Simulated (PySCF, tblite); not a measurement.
**C₅H₇F₂O radical: geometry, infrared bands and EPR parameters**

Wanted: the infrared bands and EPR parameters of C₅H₇F₂O radical (`CC(=O)[C](F)CCF`), by calculation.

Programs: tblite 0.8.0 and PySCF 2.14.0, with density-fitted response routines of our own. Each step states its level of theory. These are calculated values for one molecule in the gas phase, unless marked as measured. Atoms count from 0, in the outputs and in this text.

**1. The starting structure**

15 atoms, charge 0, multiplicity 2; geometry from: force field or distance geometry start.

Bonds of the start (Å): C0–C1 1.50, C1–O2 1.22, C1–C3 1.48, C3–F4 1.37, C3–C5 1.48, C5–C6 1.52, C6–F7 1.37, C0–H8 1.09, C0–H9 1.10, C0–H10 1.10, C5–H11 1.09, C5–H12 1.11, C6–H13 1.09, C6–H14 1.09.

**2. Geometry optimisation with GFN2-xTB**

Job settings and geometry (Å):

```
{"job": {"kind": "relax", "xc": "GFN2-xTB", "basis": "xTB"}, "charge": 0, "multiplicity": 2}
C     -2.391200    -0.579300     0.568000
C     -1.173400    -0.033000    -0.114100
O     -1.099300     0.132500    -1.316600
C     -0.021300     0.320400     0.743600
F     -0.206900     0.185100     2.089300
C      1.231800     0.870700     0.186500
C      2.049800    -0.179000    -0.547300
F      2.467200    -1.122300     0.349900
H     -2.122200    -1.280000     1.364300
H     -2.988200     0.249000     0.984800
H     -3.007300    -1.121300    -0.165200
H      1.001500     1.697800    -0.485900
H      1.828100     1.278800     1.023700
H      1.486300    -0.683800    -1.336100
H      2.940700     0.272400    -0.985600
```

The run is started by

```sh
$ OMP_NUM_THREADS=1 python probes_run.py task.json out
```

This one command runs all jobs of the session in turn.

**Question.** This job is followed by: GFN2-xTB harmonic vibrations, gas phase; UKS B3LYP, pcH-1 on C F H O, non-relativistic, mean-field spin-orbit, GIAO. What will the session give for the following? strongest single infrared mode (GFN2-xTB); zero-point energy (GFN2-xTB); g(iso) (B3LYP); ⟨S²⟩; largest a(iso) (averaged by class); surface potential, 1st and 99th percentile.

The runs gave:

```
                                 quantity                  value
strongest single infrared mode (GFN2-xTB)  1601 cm⁻¹, 165 km/mol
             zero-point energy (GFN2-xTB)          69.1 kcal/mol
                           g(iso) (B3LYP)                2.00518
                                     ⟨S²⟩     0.761 (exact 0.75)
       largest a(iso) (averaged by class)   19F on F4, 124.7 MHz
    surface potential, 1st and 99th percentile     -1.54 V and 1.11 V
```

Relaxing lowered the energy by 0.124 eV in 63 steps; the close pair that moved most is C1–C3, from 1.479 to 1.429 Å. No mode is imaginary among the 39: a minimum at this level. The strongest single mode, at 1601 cm⁻¹, moves mainly C1 and O2. Unscaled tight-binding wavenumbers are off by several per cent, some by more. Its intensities can rank the bands wrongly. The largest share of the spin, 0.70 e, sits on C3. The isotropic g lies 2.9 ppt above the free-electron value.
